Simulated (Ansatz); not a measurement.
**GaH₃O₂: vertical ionisation energy**

The task here is to estimate one member of a computed series from the others.

Program: Ansatz 0.2.0, Gaussian basis. Level of theory: unrestricted cation, the program's frozen cores in correlated methods. These are calculated values, not measurements.

The runs, in order: UKS PBE-D4/def2-TZVPP; UKS r2SCAN-D4/def2-TZVPP; UKS PBE0-D4/def2-TZVPP; UKS B3LYP-D4/def2-TZVPP; UKS wB97X-V/def2-TZVPP; UKS wB97M-V/def2-TZVPP; UKS B2PLYP/def2-TZVPP; UHF-CCSD(T)/def2-TZVPP; UHF-MP2/def2-QZVPP; extrapolation to the limit; then −ε(HOMO) from the neutral's earlier runs with LDA (SPW92), PBE-D4, revPBE-D4, BLYP-D4, r2SCAN-D4, B97M-V, PBE0-D4, B3LYP-D4, r2SCANh-D4, r2SCAN0-D4, HSE06-D4, BHLYP-D4, CAM-B3LYP-D4, LC-ωPBE, ωB97X-V, ωB97M-V.

**The relaxed structure**

The geometry comes from an earlier relaxation with PBE0-D4 in a triple-zeta def2 set; it is a stationary point.

SMILES `[OH][GaH][OH]`, 6 atoms, charge 0, spin multiplicity 1.

Atoms are counted from 1 here; the program's logs count them from 0.

Bond lengths: O1–Ga2 1.786 Å, O1–H4 0.959 Å, Ga2–O3 1.777 Å, Ga2–H5 1.547 Å, O3–H6 0.960 Å. Angles: Ga2–O1–H4 115.0°, O1–Ga2–O3 112.5°, O1–Ga2–H5 125.8°, O3–Ga2–H5 121.7°, Ga2–O3–H6 112.6°.

Geometry (Å):

| atom | x (Å) | y (Å) | z (Å) |
| --- | --- | --- | --- |
| O1 | -1.2132 | -0.6622 | -0.3316 |
| Ga2 | 0.1927 | 0.4285 | -0.1777 |
| O3 | 1.3745 | -0.1486 | 1.0166 |
| H4 | -1.8737 | -0.3833 | -0.9683 |
| H5 | 0.4102 | 1.7399 | -0.9684 |
| H6 | 1.1094 | -0.9743 | 1.4294 |

The first run:

Input file in.yaml:

```yaml
crystal:
  periodic: [false, false, false]
  atoms:
    - {symbol: O, position_ang: [-1.213195, -0.662196, -0.331643]}
    - {symbol: Ga, position_ang: [0.192712, 0.428520, -0.177701]}
    - {symbol: O, position_ang: [1.374539, -0.148614, 1.016596]}
    - {symbol: H, position_ang: [-1.873657, -0.383326, -0.968289]}
    - {symbol: H, position_ang: [0.410218, 1.739877, -0.968360]}
    - {symbol: H, position_ang: [1.109383, -0.974271, 1.429398]}
basis:
  gaussian: {orbitals: def2-TZVPP}
total_charge: 1
magnetization: {spin_polarized: true, initial_magnetization: 1}
hamiltonian: {xc: pbe, dispersion: d4}
```

Run with:

```sh
> ansatz run in.yaml --threads 4 --pin off --events-out ev --progress --plain --max-ram 10444MiB
```

Among the steps run: Cation, UKS PBE-D4/def2-TZVPP; Cation, UKS r2SCAN-D4/def2-TZVPP; Cation, UKS PBE0-D4/def2-TZVPP; Cation, UKS B3LYP-D4/def2-TZVPP; Cation, UKS wB97X-V/def2-TZVPP; Cation, UKS wB97M-V/def2-TZVPP; Cation, UKS B2PLYP (frozen core)/def2-TZVPP; Cation, UHF-CCSD(T)/def2-TZVPP; Cation, UHF-MP2/def2-QZVPP.

One of the session's tables, all rows but one given; the rest of the session is left out.

Orbital estimates, from the neutral's runs:

| functional | −ε(HOMO) (eV) |
| --- | --- |
| LDA (SPW92) | 7.23 |
| PBE-D4 | ? |
| revPBE-D4 | 6.93 |
| BLYP-D4 | 6.92 |
| r2SCAN-D4 | 7.38 |
| B97M-V | 7.45 |
| PBE0-D4 | 8.68 |
| B3LYP-D4 | 8.41 |
| r2SCANh-D4 | 8.00 |
| r2SCAN0-D4 | 8.96 |
| HSE06-D4 | 8.27 |
| BHLYP-D4 | 10.31 |
| CAM-B3LYP-D4 | 10.20 |
| LC-ωPBE | 11.59 |
| ωB97X-V | 11.22 |
| ωB97M-V | 11.16 |

**Question.** Estimate the row for PBE-D4.

The run gave: −ε(HOMO) (eV): 7.01. In the column «−ε(HOMO) (eV)» it lies between revPBE-D4 (6.93) and LDA (SPW92) (7.23).
